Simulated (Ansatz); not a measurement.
I need a phonon calculation by finite displacements of OsRu, space group P-6m2. Use Ansatz 0.2.0 through its Python package. Use: r2SCAN, PAW, the default cutoff (500 eV here), 12×12×8 k-points, Methfessel-Paxton smearing of 0.1 eV.

Contents of `osru.xyz`:
```text
2
Lattice="2.72701046 0.0 0.0 -1.36350523 2.36166033 0.0 0.0 0.0 4.30032006" Properties=species:S:1:pos:R:3 pbc="T T T"
Ru   -0.00000001    1.57444023    0.00000000
Os    1.36350524    0.78722010    2.15016003
```

`run_phonons.py`:
```python
'''Phonons of OsRu by finite displacements.'''

from pathlib import Path
import logging
import sys

import ansatz
import numpy as np

logging.basicConfig(stream=sys.stdout, format='%(levelname)s:%(name)s:%(message)s')
log = logging.getLogger('osru')
log.setLevel(logging.INFO)

system = ansatz.Crystal.from_extxyz('osru.xyz')
path = [
    ('G', (0.0, 0.0, 0.0)),
    ('M', (0.5, 0.0, 0.0)),
    ('K', (0.33333, 0.33333, 0.0)),
    ('G', (0.0, 0.0, 0.0)),
    ('A', (0.0, 0.0, 0.5)),
    ('L', (0.5, 0.0, 0.5)),
    ('H', (0.33333, 0.33333, 0.5)),
]

# the k mesh has to be a multiple of the supercell
base = (
    system.calculation()
    .functional('r2scan')
    .occupations(ansatz.OccupationsMethod.METHFESSEL_PAXTON, width=0.1)
    .kpoints(12, 12, 8)
    .phonons('fd', supercell=2, amplitude=0.015, path=[q for _, q in path], intervals=6)
)
res = base.run(threads=1, runs_dir='phonon_runs')
folder = Path(res.output_folder) / 'results'
ph = res.phonons

for mode, w in enumerate(ph.gamma_omega_inv_cm, start=1):
    log.info(f'Gamma mode {mode:2d}: {w:8.1f} 1/cm  {w / 33.35641:7.3f} THz')
log.info(f'{ph.n_members} displaced supercells, sum-rule residual {ph.asr_residual_pre_ev_ang2:.1e} eV/A^2')
table = np.loadtxt(folder / 'phbands.tsv', comments='#')
n_modes = len(ph.gamma_omega_inv_cm)
omega = table[:, 1 : 1 + n_modes]
log.info('q distance and wavenumbers (1/cm)')
for row in table[::2]:
    print(f'{row[0]:7.3f}', ' '.join(f'{v:7.1f}' for v in row[1 : 1 + n_modes]))
# a negative number stands for an imaginary frequency
print(f'lowest {omega.min():.1f}, highest {omega.max():.1f} 1/cm on the path;', 'unstable' if omega.min() < -10 else 'no imaginary branch')
```

`python run_phonons.py` gives:
```text
DeckWarning: basis.ecutwfc = 500 eV, auto-derived from the records' recommended cutoffs: set by Ru (their level for a meta-GGA)
DeckWarning: phonons: the dynamical matrix that this run interpolates holds no multipole term above the dipole-dipole one, and a site of this crystal is no centre of inversion, so its interpolated [...]
INFO:osru:Gamma mode  1:      0.0 1/cm    0.000 THz
INFO:osru:Gamma mode  2:      0.0 1/cm    0.000 THz
INFO:osru:Gamma mode  3:      0.0 1/cm    0.000 THz
INFO:osru:Gamma mode  4:    183.3 1/cm    5.497 THz
INFO:osru:Gamma mode  5:    183.3 1/cm    5.497 THz
INFO:osru:Gamma mode  6:    246.9 1/cm    7.403 THz
INFO:osru:2 displaced supercells, sum-rule residual 6.8e-04 eV/A^2
INFO:osru:q distance and wavenumbers (1/cm)
  0.000     0.0     0.0     0.0   183.3   183.3   246.9
  0.443    59.1    71.2    79.4   191.2   192.9   231.8
  0.887   101.7   119.4   139.5   200.4   206.5   209.4
  1.330   117.1   130.6   162.7   187.5   213.8   216.2
  1.586   123.2   131.2   161.9   186.5   213.6   217.9
  1.842   131.6   136.5   159.5   184.7   213.6   220.9
  2.098   131.4   144.7   157.1   184.1   213.8   222.4
  2.610   120.5   127.5   146.3   192.0   210.1   214.3
  3.122    68.6    80.8    89.4   193.6   195.5   227.2
  3.634     0.0     0.0     0.0   183.3   183.3   246.9
  3.878    46.8    46.8    77.4   178.4   178.4   245.5
  4.121    87.9    87.9   139.9   164.6   164.6   239.3
  4.365   109.7   109.7   152.3   152.3   167.8   232.3
  4.808   116.6   117.2   143.0   164.1   190.7   233.1
  5.252   127.5   129.3   133.5   185.4   223.5   236.6
  5.695   129.4   130.5   135.3   195.2   237.7   239.3
  5.951   124.4   127.4   142.7   200.0   237.1   239.1
  6.207   119.5   124.1   150.4   209.4   235.4   238.7
  6.463   118.0   122.6   153.4   214.4   234.5   238.7
lowest 0.0, highest 246.9 1/cm on the path; no imaginary branch
```
(Warnings from the package without file and line, shortened.)

Notes:
- The cell isn't relaxed first, so the values belong to this volume.
- The mesh is modest for a metal, so energies can be off by several to tens of meV an atom and pressures by half a GPa or more; differences at equal mesh fare better.
- Spin-orbit coupling, which matters for elements this heavy, is left out.
- The structure comes from a database of computed cells and needn't be a stable or known phase.
- The structure is taken as given and the supercell is small; imaginary modes can come from an unrelaxed or unstable start. Phonons of metals also depend on mesh and smearing.
- Run time: 19 min on 1 thread of Arm Neoverse V2, on a shared host, peak memory 2.6 GiB.
